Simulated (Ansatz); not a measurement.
# Al2FH5O: the cost of one run

All numbers below are computed with Ansatz 0.2.0 (RKS PBE/6-31G*).

1 further run of the same task is left out (it didn't finish).

## (1) Starting point

Bond lengths: Al1–F2 2.040 Å, Al1–H3 1.560 Å, Al1–H4 1.560 Å, Al1–O5 2.080 Å, O5–Al6 1.780 Å, Al6–H7 1.560 Å, Al6–H8 1.560 Å. Angles: F2–Al1–H3 120.0°, F2–Al1–H4 120.0°, F2–Al1–O5 71.6°, H3–Al1–H4 120.0°, H3–Al1–O5 97.0°, H4–Al1–O5 101.2°, Al1–O5–Al6 125.0°, O5–Al6–H7 120.0°, O5–Al6–H8 120.0°, H7–Al6–H8 120.0°.

Structure file:

```xyz
9

Al    0.0000    0.0000    0.0000
F     0.0000    0.0000    2.0400
H     1.3510    0.0000   -0.7800
H    -1.3510    0.0000   -0.7800
O     0.0869   -1.9720    0.6559
Al   -0.7289   -3.3458   -0.1287
H     0.0210   -4.7026   -0.3023
H    -2.1939   -3.1929   -0.6426
H     0.0526   -1.1932    1.7520
```

## (2) A restrained relaxation towards end A

Springs on the bonds that form and break draw the guess towards this end; the thresholds are loose.

The input, input.yaml:

```yaml
crystal:
  periodic: [false, false, false]
  atoms:
    - { symbol: Al, position_ang: [0.0, 0.0, 0.0] }
    - { symbol: F, position_ang: [0.0, 0.0, 2.04] }
    - { symbol: H, position_ang: [1.351, 0.0, -0.78] }
    - { symbol: H, position_ang: [-1.351, 0.0, -0.78] }
    - { symbol: O, position_ang: [0.0869, -1.972, 0.6559] }
    - { symbol: Al, position_ang: [-0.7289, -3.3458, -0.1287] }
    - { symbol: H, position_ang: [0.021, -4.7026, -0.3023] }
    - { symbol: H, position_ang: [-2.1939, -3.1929, -0.6426] }
    - { symbol: H, position_ang: [0.0526, -1.1932, 1.752] }
basis:
  gaussian: { orbitals: "6-31G*" }
hamiltonian:
  xc: pbe
relax:
  f_tol: 0.15
  max_steps: 25
  restrain:
    - { distance: [0, 4], at: 2.98, k: 30.0 }
    - { distance: [8, 1], at: 2.12, k: 30.0 }
    - { distance: [0, 1], at: 1.69, k: 30.0 }
    - { distance: [8, 4], at: 1.01, k: 30.0 }
```

The run is started by

```bash
> ansatz run input.yaml --threads 1 --pin off --max-ram 2048MiB --backend cpu --events-out ev --progress --plain --runs-dir out
```

**Question.** How long does this run take on 1 thread of Arm Neoverse V1, shared host, and how much memory does it need?

About 45 s, with a peak of 0.12 GiB.
